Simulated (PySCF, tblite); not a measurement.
# C₄H₆Cl₂O: magnetic properties

What do calculations give for the magnetic properties of C₄H₆Cl₂O (`CC(=O)CC(Cl)Cl`)?

Programs: tblite 0.8.0 and PySCF 2.14.0, with routines of our own; each step states its level. All values are computed. Atoms count from 0.

### Step 1. The starting structure

13 atoms, charge 0, multiplicity 1; geometry from: force field or distance geometry start.

### Step 2. Optimising the geometry with GFN2-xTB, one coordinate held

The job: settings as JSON, then the geometry in Å.

```
{"job": {"kind": "relax", "xc": "GFN2-xTB", "basis": "xTB"}, "charge": 0, "multiplicity": 1}
C     -1.905100     0.505700    -0.079300
C     -0.751900    -0.200500    -0.717200
O     -0.900100    -1.206400    -1.405300
C      0.618300     0.407700    -0.503700
C      1.678700    -0.686200    -0.409500
Cl     3.035800    -0.164700     0.617400
Cl     2.314300    -1.013400    -2.059500
H     -1.980400     1.524500    -0.481700
H     -1.774200     0.543000     1.006600
H     -2.842800    -0.032900    -0.294100
H      0.608500     1.005500     0.416000
H      0.795900     1.070400    -1.339700
H      1.290200    -1.626100    -0.008200
```

The run is started by

```bash
$ OMP_NUM_THREADS=1 python excited_run.py task.json out
```

One launch serves the whole session: the jobs run in the order shown.

The log of the run:

```text
step      E/eV     max force
  0    -674.10913    2.176
  1    -674.12184    2.310
  2    -674.15526    0.410
  3    -674.15879    0.337
  4    -674.16451    0.260
  5    -674.16613    0.242
  6    -674.16896    0.236
  7    -674.17023    0.220
  8    -674.17206    0.176
  9    -674.17357    0.127
 10    -674.17506    0.095
 11    -674.17618    0.095
 12    -674.17705    0.091
 13    -674.17776    0.077
 14    -674.17847    0.071
 15    -674.17927    0.089
 16    -674.18020    0.107
 17    -674.18124    0.108
 18    -674.18245    0.108
 19    -674.18388    0.118
 20    -674.18546    0.125
 21    -674.18712    0.137
 22    -674.18891    0.143
 23    -674.19097    0.133
 24    -674.19329    0.147
 25    -674.19557    0.131
 26    -674.19755    0.105
 27    -674.19924    0.125
 28    -674.20103    0.141
 29    -674.20327    0.156
 30    -674.20578    0.161
 31    -674.20850    0.149
 32    -674.21119    0.145
 33    -674.21278    0.250
 34    -674.21547    0.128
 35    -674.21752    0.204
 36    -674.22030    0.177
 37    -674.22192    0.178
 38    -674.22341    0.170
 39    -674.22454    0.177
 40    -674.22575    0.163
 41    -674.22707    0.182
 42    -674.22880    0.165
 43    -674.23046    0.112
 44    -674.23163    0.155
 45    -674.23251    0.129
 46    -674.23359    0.140
 47    -674.23551    0.168
 48    -674.23665    0.160
 49    -674.23755    0.181
 50    -674.23796    0.185
 51    -674.23825    0.167
 52    -674.23842    0.143
 53    -674.23859    0.119
 54    -674.23872    0.109
 55    -674.23883    0.105
 56    -674.23893    0.104
 57    -674.23904    0.102
 58    -674.23911    0.097
 59    -674.23916    0.091
 60    -674.23920    0.084
 61    -674.23924    0.074
 62    -674.23927    0.066
 63    -674.23929    0.064
```

It took 0.48 s on 1 thread of Arm Neoverse V2, shared host; peak memory 0.18 GiB.

One coordinate is held by a constraint (a dihedral, as typed in the start), so the force along it need not vanish.

Relaxation path: (not every step is listed)

```tsv
step	energy from step 0 (eV)	largest force (eV/Å)
0	0.0000	2.1757
1	-0.0127	2.3099
2	-0.0461	0.4103
3	-0.0497	0.3374
4	-0.0554	0.2597
5	-0.0570	0.2416
6	-0.0598	0.2356
7	-0.0611	0.2204
8	-0.0629	0.1763
13	-0.0686	0.0766
18	-0.0733	0.1078
23	-0.0818	0.1331
28	-0.0919	0.1409
33	-0.1036	0.2501
38	-0.1143	0.1702
43	-0.1213	0.1115
48	-0.1275	0.1599
53	-0.1295	0.1190
58	-0.1300	0.0974
59	-0.1300	0.0911
60	-0.1301	0.0836
61	-0.1301	0.0742
62	-0.1301	0.0662
63	-0.1302	0.0635
```

Distances of close pairs at the start and the end, largest changes first:

```tsv
bond	before (Å)	after (Å)	change (Å)
C1–O2	1.228	1.201	-0.026
C4–Cl6	1.798	1.778	-0.020
C0–H9	1.103	1.087	-0.016
C0–H7	1.098	1.085	-0.013
C1–C3	1.514	1.525	+0.010
C3–H11	1.081	1.091	+0.009
C0–C1	1.495	1.504	+0.009
C3–C4	1.526	1.520	-0.007
```

The next job starts from the end point, and lists it.

### Step 3. Magnetic properties: GIAO BHandHLYP/pcSseg-1

The job: settings as JSON, then the geometry in Å.

```
{"job": {"kind": "mag", "xc": "BHandHLYP", "basis": "pcSseg-1", "isotopologues": 0}, "charge": 0, "multiplicity": 1}
C     -1.931024     0.583926    -0.266037
C     -0.765227    -0.352276    -0.432285
O     -0.886688    -1.535607    -0.599466
C      0.594946     0.326312    -0.315270
C      1.733684    -0.650928    -0.555027
Cl     3.175513    -0.194660     0.385743
Cl     2.162721    -0.695650    -2.280332
H     -1.707538     1.579060    -0.636652
H     -2.160390     0.655517     0.796696
H     -2.805401     0.180835    -0.769825
H      0.671097     0.737807     0.694735
H      0.653309     1.159732    -1.016634
H      1.453092    -1.666496    -0.263674
```

Level: GIAO BHandHLYP/pcSseg-1 magnetisability, rotational g tensor and spin-rotation constants, non-relativistic, gas phase.

The log of the run:

```text
coarse grid: 12400 points
cycle   1  E = -1151.2423159710  dE =  1.095e+00  |g| = 8.664e-01  |ddm| = 3.184e+00
cycle   2  E = -1151.0716503208  dE =  1.707e-01  |g| = 1.333e+00  |ddm| = 1.907e+00
cycle   3  E = -1151.4101603211  dE = -3.385e-01  |g| = 9.515e-02  |ddm| = 1.271e+00
cycle   4  E = -1151.4115249842  dE = -1.365e-03  |g| = 6.444e-02  |ddm| = 1.189e-01
cycle   5  E = -1151.4124126461  dE = -8.877e-04  |g| = 1.213e-02  |ddm| = 6.439e-02
cycle   6  E = -1151.4124516139  dE = -3.897e-05  |g| = 3.988e-03  |ddm| = 1.557e-02
cycle   7  E = -1151.4124559327  dE = -4.319e-06  |g| = 1.022e-03  |ddm| = 5.935e-03
final grid: 111768 points
cycle   8  E = -1151.4484289470  dE = -1.521e-05  |g| = 3.359e-03  |ddm| = 1.367e-02
cycle   9  E = -1151.4484283203  dE =  6.267e-07  |g| = 3.922e-03  |ddm| = 5.573e-03
cycle  10  E = -1151.4484315670  dE = -3.247e-06  |g| = 5.946e-04  |ddm| = 3.285e-03
cycle  11  E = -1151.4484316298  dE = -6.280e-08  |g| = 1.489e-04  |ddm| = 5.168e-04
cycle  12  E = -1151.4484316335  dE = -3.735e-09  |g| = 5.959e-05  |ddm| = 1.902e-04
cycle  13  E = -1151.4484316344  dE = -8.934e-10  |g| = 1.244e-05  |ddm| = 6.203e-05
converged SCF energy = -1151.4484316344

Magnetisability tensor (1e-30 J/T^2)
    -1342.63       38.80      -11.68
       38.80    -1045.23        9.21
      -11.68        9.21    -1485.47
isotropic -1291.11   principal values   -1486.77  -1346.44  -1040.12
isotropic susceptibility -77.752 1e-6 cm^3/mol

Inertial axes            a          b          c
rot. const./GHz      2.6350     1.0289     0.8467
chi total           -80.983    -86.383    -65.892
chi diamagnetic    -527.544  -1227.052  -1437.668
chi paramagnetic    446.561   1140.670   1371.777
quadrupole/D A        0.779     -0.116     -0.664
g nuclear            0.5288     0.5449     0.5323
g electronic        -0.5528    -0.5514    -0.5456
g total             -0.0240    -0.0065    -0.0134

Spin-rotation constants (kHz, H = +C I.J)
atom  isotope        aa         bb         cc
  5   35Cl        0.497      0.164      0.394
  6   35Cl        0.853      0.125      0.343
  7     1H       -0.295     -0.126      0.032
  8     1H       -0.255      0.012     -0.097
  9     1H       -0.035     -0.066     -0.098
 10     1H       -0.291      0.047     -0.102
 11     1H       -0.293     -0.115      0.037
 12     1H       -0.209     -0.110      0.054
  0    13C*       0.343      0.183      0.141
  1    13C*       1.536      0.283      0.365
  2    17O*      -1.792     -0.255     -0.719
  3    13C*       0.438      0.223      0.211
  4    13C*       0.578      0.210      0.227
* in the singly substituted isotopologue
```

Wall time 22 s (1 thread of Arm Neoverse V2, shared host); peak memory 0.74 GiB.

From this job:

```tsv
quantity	value
magnetisability	-1291·10⁻³⁰ J/T²
molar susceptibility	-77.8·10⁻⁶ cm³/mol
rotational g (a, b, c)	-0.0240, -0.0065, -0.0134
```

### Step 4. What came out

```
                                                quantity                      value
       magnetisability (step 3, GIAO BHandHLYP/pcSseg-1)           -1291·10⁻³⁰ J/T²
  molar susceptibility (step 3, GIAO BHandHLYP/pcSseg-1)         -77.8·10⁻⁶ cm³/mol
rotational g (a, b, c) (step 3, GIAO BHandHLYP/pcSseg-1)  -0.0240, -0.0065, -0.0134
```

In words: The values above hold for this geometry and these levels alone. Vibrational averaging and real surroundings are missing from these values.
